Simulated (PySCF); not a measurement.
# C6H8O: excited-state relaxation

What do calculations give for the excited-state relaxation of C6H8O (`C=C/C(C)=C/C=O`)?

Computed with PySCF 2.14.0 and routines of our own; the level stands in each step. Atoms count from 0.

## 1. The system as given

15 atoms, charge 0, multiplicity 1; geometry from: GFN2-xTB.

## 2. Optimising the geometry at B3LYP/cc-pVDZ

Job settings and geometry (Å):

```
{"job": {"xc": "B3LYP", "basis": "cc-pVDZ", "grid": 1, "kind": "geom"}, "charge": 0, "multiplicity": 1}
C      1.379708    -2.025976    -0.259719
C      0.204959    -1.476368     0.037983
C     -0.099831    -0.053960     0.030429
C      1.001931     0.883589    -0.345722
C     -1.353307     0.329119     0.361816
C     -1.880831     1.677287     0.423557
O     -3.020705     1.941867     0.730293
H      2.242080    -1.447174    -0.542993
H      1.517870    -3.093280    -0.229439
H     -0.620594    -2.119976     0.313792
H      1.357845     0.649403    -1.348068
H      0.685242     1.919950    -0.326159
H      1.837857     0.763340     0.342053
H     -2.080633    -0.431287     0.619884
H     -1.176004     2.491457     0.170381
```

Launch:

```bash
OMP_NUM_THREADS=1 python excited_run.py task.json out
```

The driver reads the jobs from task.json and runs them one after another.

Output:

```text
step   0  E = -308.64833173  max force = 0.016241
step   1  E = -308.65028888  max force = 0.001556
step   2  E = -308.65028021  max force = 0.001768
step   3  E = -308.65029698  max force = 0.000841
step   4  E = -308.65029744  max force = 0.000176
optimisation converged
```

Wall time 20 s (1 thread of AMD EPYC 9R14, shared host); peak memory 0.56 GiB.

Step by step:

```
step  energy from step 0 (eV)  largest force component (eV/Å)
   0                   0.0000                          0.8351
   1                  -0.0533                          0.0800
   2                  -0.0530                          0.0909
   3                  -0.0535                          0.0432
   4                  -0.0535                          0.0091
```

Distances of close pairs at the start and the end, largest changes first:

```
  bond  before (Å)  after (Å)  change (Å)
 C4–C5       1.449      1.466      +0.017
 C0–H7       1.077      1.092      +0.016
 C0–H8       1.077      1.092      +0.015
C3–H10       1.089      1.103      +0.013
C3–H12       1.089      1.103      +0.013
 C2–C3       1.495      1.508      +0.013
 C0–C1       1.331      1.344      +0.013
 C1–C2       1.455      1.468      +0.013
```

The final coordinates are the input of the step that follows.

```
                         at the end point                value
  point group (found at 0.08 Å tolerance)                   Cs
rotational constants (GHz, main isotopes)  7.421, 1.283, 1.101
                        dipole moment (D)                 3.91
```

## 3. Excited-state relaxation: TDDFT B3LYP/cc-pVDZ

Job settings and geometry (Å):

```
{"job": {"kind": "xopt", "state": "S1", "method": "TDDFT", "freq": false, "xc": "B3LYP", "basis": "cc-pVDZ", "grid": 1}, "charge": 0, "multiplicity": 1}
C      1.394143    -1.967617    -0.409667
C      0.210170    -1.407464    -0.109201
C     -0.088373     0.029599    -0.118433
C      1.022947     0.975316    -0.498427
C     -1.348260     0.422488     0.216213
C     -1.863421     1.794394     0.271593
O     -3.012218     2.057630     0.582713
H      2.266283    -1.376142    -0.696879
H      1.525306    -3.051226    -0.376013
H     -0.625330    -2.057588     0.171422
H      1.392876     0.745163    -1.511334
H      0.717578     2.027307    -0.480517
H      1.878124     0.857256     0.187547
H     -2.092660    -0.336475     0.479257
H     -1.150029     2.614612     0.012374
```

Level: TDDFT B3LYP/cc-pVDZ excited-state geometry optimisation, gas phase.

Output:

```text
final grid: 56040 points
cycle   1  E = -308.4922948145  dE =  8.636e-01  |g| = 8.466e-01  |ddm| = 7.597e+00
cycle   2  E = -307.8098556154  dE =  6.824e-01  |g| = 1.940e+00  |ddm| = 4.477e+00
cycle   3  E = -308.6381066237  dE = -8.283e-01  |g| = 2.055e-01  |ddm| = 3.442e+00
cycle   4  E = -308.6474621847  dE = -9.356e-03  |g| = 1.016e-01  |ddm| = 5.351e-01
cycle   5  E = -308.6498921400  dE = -2.430e-03  |g| = 3.946e-02  |ddm| = 1.952e-01
cycle   6  E = -308.6502698548  dE = -3.777e-04  |g| = 1.012e-02  |ddm| = 6.392e-02
cycle   7  E = -308.6502952426  dE = -2.539e-05  |g| = 2.965e-03  |ddm| = 1.648e-02
cycle   8  E = -308.6502970892  dE = -1.847e-06  |g| = 1.151e-03  |ddm| = 5.485e-03
cycle   9  E = -308.6502973804  dE = -2.912e-07  |g| = 4.686e-04  |ddm| = 2.251e-03
cycle  10  E = -308.6502974371  dE = -5.670e-08  |g| = 1.069e-04  |ddm| = 8.276e-04
cycle  11  E = -308.6502974398  dE = -2.623e-09  |g| = 2.947e-05  |ddm| = 1.859e-04
cycle  12  E = -308.6502974400  dE = -2.069e-10  |g| = 5.933e-06  |ddm| = 5.363e-05
converged SCF energy = -308.6502974400

vertical S1 at the ground-state geometry: 3.2036 eV
step    E(state)/Eh    max force   excitation/eV  root
  0    -308.53100962   0.093772     3.1820      1
  1    -308.54512985   0.010311     2.5199      1
  2    -308.54464090   0.011514     2.2356      1
  3    -308.54617821   0.005466     2.3205      1
  4    -308.54467021   0.012177     2.4684      1
  5    -308.54635264   0.003024     2.3930      1
  6    -308.54650674   0.001435     2.3790      1
  7    -308.54654081   0.001245     2.3545      1
  8    -308.54658328   0.000892     2.3544      1
  9    -308.54658496   0.001020     2.3631      1
 10    -308.54659664   0.000411     2.3630      1
optimisation converged
vertical emission 2.3630 eV, adiabatic 2.8218 eV, Stokes shift 0.8407 eV, reorganisation 0.3818 (excited) and 0.4589 eV (ground)
```

It took 1.8 min on 1 thread of AMD EPYC 9R14, shared host; peak memory 0.78 GiB.

From this job:

```
                 quantity    value
  vertical absorption, S1  3.20 eV
     adiabatic energy, S1  2.82 eV
    vertical emission, S1  2.36 eV
         Stokes shift, S1  0.84 eV
geometry moved (RMSD), S1  0.060 Å
```

Bonds of the start that changed most:

```
 bond  start (Å)  end (Å)
C4–C5      1.466    1.377
C5–O6      1.219    1.279
C2–C4      1.361    1.420
C1–C2      1.468    1.427
C0–C1      1.344    1.365
C2–C3      1.508    1.503
```

Orbitals, density, ELF and potential are computed afterwards from the orbital file.

Frontier orbitals at B3LYP/cc-pVDZ, with the share of their density that lies nearest to each atom:

```
orbital  energy (eV)                                                  lies on
   HOMO        -6.77                                        O6 76 %; H14 12 %
   LUMO        -2.19  C0, C2 about 19 % each; O6 16 %; C4, C5 about 12 % each
```

ELF in a plane through or near 13 of the atoms.

Ten even steps from ' ' (0.00) to '@' (1.00):
```
                                                        
                                                        
                                                        
                              ::==..                    
                        ....--%%@@##                    
                      ::====##@@@@@@    ..              
            **@@%%    --**--==@@@@==  @@@@**            
          ::@@@@@@**  ::++::--##**  **@@@@++            
          ..%%@@@@%%    ==%%%%==    @@@@@@..            
            ==@@@@**....==**++==....##@@**..--++::      
        --####****==##++@@--::%%++##++****##@@%%++      
      ..%%@@@@@@--%%++**########++++%%--%%..++%%**      
      ::@@@@@@@@**++==::++----**::==++--####%%%%==      
        %%@@@@@@::::%%@@@@::::@@@@@@::..**@@%%##::      
          ==++..  ==@@@@@@--::@@@@@@++  ::++++::        
                  --@@@@@@....@@@@@@++                  
                  ..**%%++    ==##**..                  
                                                        
                                                        
                                                        
```
The map spans 12.5 Å across and 9.1 Å up, centred on the molecule. Atoms in the plane (x, y in Å): C0 (-2.5, -0.3), C1 (-1.2, -0.9), C2 (0.0, -0.1), C3 (0.0, 1.4), C4 (1.2, -0.9), C5 (2.5, -0.3), O6 (3.6, -0.9), H7 (-2.7, 0.7), H8 (-3.4, -1.0), H9 (-1.1, -2.0), H11 (0.9, 1.8), H13 (1.2, -1.9), H14 (2.6, 0.8).

log10 of the density (e/Å³) in the same plane.

Values, 10 rows by 14 columns:
```
-4.0 -4.0 -4.0 -4.0 -4.0 -4.0 -4.0 -4.0 -4.0 -4.0 -4.0 -4.0 -4.0 -4.0
-4.0 -4.0 -4.0 -4.0 -4.0 -3.3 -2.7 -2.5 -2.7 -3.3 -4.0 -4.0 -4.0 -4.0
-4.0 -4.0 -4.0 -3.5 -3.0 -2.1 -1.3 -1.0 -1.1 -2.1 -2.9 -3.6 -4.0 -4.0
-4.0 -4.0 -3.1 -1.8 -1.3 -1.4 -0.1  0.3 -0.1 -1.2 -1.3 -2.4 -3.8 -4.0
-4.0 -4.0 -2.5 -0.9  0.2 -1.1 -0.3  0.1 -1.0 -0.3 -0.2 -1.6 -2.6 -4.0
-4.0 -3.5 -1.7 -0.4  1.4  0.1  0.2  0.6  0.1  0.3  0.3  0.3 -1.1 -3.6
-4.0 -3.4 -1.5  0.0 -0.2  0.2  0.1 -0.4  0.5 -0.2  0.2  0.6 -1.1 -3.6
-4.0 -4.0 -2.6 -1.8 -1.8 -0.5 -0.4 -1.1 -0.1 -1.1 -1.5 -1.3 -2.3 -4.0
-4.0 -4.0 -3.9 -3.5 -3.0 -1.9 -1.8 -2.2 -1.7 -2.2 -3.2 -3.6 -4.0 -4.0
-4.0 -4.0 -4.0 -4.0 -4.0 -3.6 -3.6 -3.7 -3.5 -3.8 -4.0 -4.0 -4.0 -4.0
```
The map spans 12.5 Å across and 9.1 Å up, centred on the molecule. Atoms in the plane (x, y in Å): C0 (-2.5, -0.3), C1 (-1.2, -0.9), C2 (0.0, -0.1), C3 (0.0, 1.4), C4 (1.2, -0.9), C5 (2.5, -0.3), O6 (3.6, -0.9), H7 (-2.7, 0.7), H8 (-3.4, -1.0), H9 (-1.1, -2.0), H11 (0.9, 1.8), H13 (1.2, -1.9), H14 (2.6, 0.8).

On the surface of density 0.002 e/bohr³ the electrostatic potential runs, from the 1st to the 99th percentile, from -1.95 V near O6 to 1.18 V near H7.

## 4. Excited-state relaxation: UKS B3LYP/cc-pVDZ

Settings changed since step 3:

```diff
@@ -1,2 +1,2 @@
-{"job": {"kind": "xopt", "state": "S1", "method": "TDDFT", "freq": false, "xc": "B3LYP", "basis": "cc-pVDZ", "grid": 1}, "charge": 0, "multiplicity": 1}
+{"job": {"kind": "xopt", "state": "T1", "method": "UKS", "freq": false, "xc": "B3LYP", "basis": "cc-pVDZ", "grid": 1}, "charge": 0, "multiplicity": 1}
 C      1.394143    -1.967617    -0.409667
```

With the program's defaults for keys left out, this is: UKS B3LYP/cc-pVDZ excited-state geometry optimisation, gas phase.

Output:

```text
final grid: 56040 points
cycle   1  E = -308.4922948145  dE =  8.636e-01  |g| = 8.466e-01  |ddm| = 7.597e+00
cycle   2  E = -307.8098556154  dE =  6.824e-01  |g| = 1.940e+00  |ddm| = 4.477e+00
cycle   3  E = -308.6381066237  dE = -8.283e-01  |g| = 2.055e-01  |ddm| = 3.442e+00
cycle   4  E = -308.6474621847  dE = -9.356e-03  |g| = 1.016e-01  |ddm| = 5.351e-01
cycle   5  E = -308.6498921400  dE = -2.430e-03  |g| = 3.946e-02  |ddm| = 1.952e-01
cycle   6  E = -308.6502698548  dE = -3.777e-04  |g| = 1.012e-02  |ddm| = 6.392e-02
cycle   7  E = -308.6502952426  dE = -2.539e-05  |g| = 2.965e-03  |ddm| = 1.648e-02
cycle   8  E = -308.6502970892  dE = -1.847e-06  |g| = 1.151e-03  |ddm| = 5.485e-03
cycle   9  E = -308.6502973804  dE = -2.912e-07  |g| = 4.686e-04  |ddm| = 2.251e-03
cycle  10  E = -308.6502974371  dE = -5.670e-08  |g| = 1.069e-04  |ddm| = 8.276e-04
cycle  11  E = -308.6502974398  dE = -2.623e-09  |g| = 2.947e-05  |ddm| = 1.859e-04
cycle  12  E = -308.6502974400  dE = -2.069e-10  |g| = 5.933e-06  |ddm| = 5.363e-05
converged SCF energy = -308.6502974400

vertical T1 at the ground-state geometry: 2.7619 eV
step    E(state)/Eh    max force   <S^2>
  0    -308.55001879   0.103170    2.0202
  1    -308.56901030   0.017018    2.0250
  2    -308.56888159   0.013334    2.0260
  3    -308.56989996   0.005288    2.0258
  4    -308.56981516   0.005188    2.0253
  5    -308.56998148   0.002178    2.0253
  6    -308.56996042   0.002054    2.0255
  7    -308.56999867   0.001127    2.0254
  8    -308.57000495   0.000793    2.0253
  9    -308.57001177   0.000861    2.0253
 10    -308.57002554   0.000522    2.0254
 11    -308.57004519   0.000669    2.0255
 12    -308.57006928   0.000835    2.0255
 13    -308.57009685   0.001132    2.0257
 14    -308.57010808   0.001698    2.0257
 15    -308.57017570   0.001991    2.0258
 16    -308.57026092   0.001457    2.0261
 17    -308.57041271   0.001755    2.0266
 18    -308.57067442   0.002751    2.0275
 19    -308.57103432   0.002728    2.0290
 20    -308.57144465   0.004173    2.0313
 21    -308.57109133   0.012078    2.0334
 22    -308.57192415   0.002838    2.0349
 23    -308.57210206   0.003750    2.0365
 24    -308.57246673   0.001726    2.0376
 25    -308.57297239   0.002312    2.0392
 26    -308.57319004   0.002054    2.0403
 27    -308.57383608   0.005406    2.0427
 28    -308.57435065   0.012229    2.0446
 29    -308.57526394   0.004204    2.0431
 30    -308.57549451   0.002393    2.0426
 31    -308.57553304   0.004464    2.0420
 32    -308.57568059   0.002352    2.0421
 33    -308.57571419   0.001169    2.0427
 34    -308.57572373   0.000410    2.0426
optimisation converged
vertical emission -0.4690 eV, adiabatic 2.0293 eV, Stokes shift 3.2309 eV, reorganisation 0.7326 (excited) and 2.4983 eV (ground)
```

Run time: 4.6 min. Hardware: 1 thread of AMD EPYC 9R14, shared host; peak memory 0.67 GiB.

Key values:

```
                                     quantity     value
vertical gap at the ground-state geometry, T1   2.76 eV
                         adiabatic energy, T1   2.03 eV
     vertical gap at the relaxed geometry, T1  -0.47 eV
               difference of the two gaps, T1   3.23 eV
                    geometry moved (RMSD), T1   1.040 Å
```

Bonds of the start that changed most:

```
  bond  start (Å)  end (Å)
 C2–C4      1.361    1.475
 C1–C2      1.468    1.402
 C0–C1      1.344    1.385
 C4–C5      1.466    1.437
 C5–O6      1.219    1.236
C3–H11      1.096    1.104
```

## 5. What came out

| quantity | value |
| --- | --- |
| point group | Cs |
| rotational constants (main isotopes) | 7.42, 1.28, 1.10 GHz |
| vertical absorption, S1 (step 3, TDDFT B3LYP/cc-pVDZ) | 3.20 eV |
| adiabatic energy, S1 (step 3, TDDFT B3LYP/cc-pVDZ) | 2.82 eV |
| vertical emission, S1 (step 3, TDDFT B3LYP/cc-pVDZ) | 2.36 eV |
| Stokes shift, S1 (step 3, TDDFT B3LYP/cc-pVDZ) | 0.84 eV |
| surface potential, 1st and 99th percentile | -1.95 V and 1.18 V |
| vertical gap at the ground-state geometry, T1 (step 4, UKS B3LYP/cc-pVDZ) | 2.76 eV |
| adiabatic energy, T1 (step 4, UKS B3LYP/cc-pVDZ) | 2.03 eV |
| vertical gap at the relaxed geometry, T1 (step 4, UKS B3LYP/cc-pVDZ) | -0.47 eV |
| difference of the two gaps, T1 (step 4, UKS B3LYP/cc-pVDZ) | 3.23 eV |

In words: The optimisation took 4 steps and gained 0.053 eV; among the close pairs (by a distance rule), C4–C5 changed most, from 1.449 to 1.466 Å. Where no frequencies were run, the relaxed excited state may be a saddle. In step 3 (excited-state relaxation), among the bonds C4–C5 changes most, from 1.466 to 1.377 Å. At B3LYP/cc-pVDZ, counted by nearest atom on the grid, the HOMO lies on O6 76 %; H14 12 %, the LUMO on C0, C2 about 19 % each; O6 16 %. In step 4 the harmonic model is doubtful. In step 4 the gap at the relaxed geometry is under 0.8 eV (below zero), where a single closed-shell reference fails, so that gap and differences built on it are unreliable. In step 4 (excited-state relaxation), among the bonds C2–C4 changes most, from 1.361 to 1.475 Å. The atoms move far more than that, so angles or torsions carry the main change. ΔSCF (UKS) and response values aren't on one footing and may follow different states, so their differences aren't method errors alone, and singlets and triplets from the two don't rank.
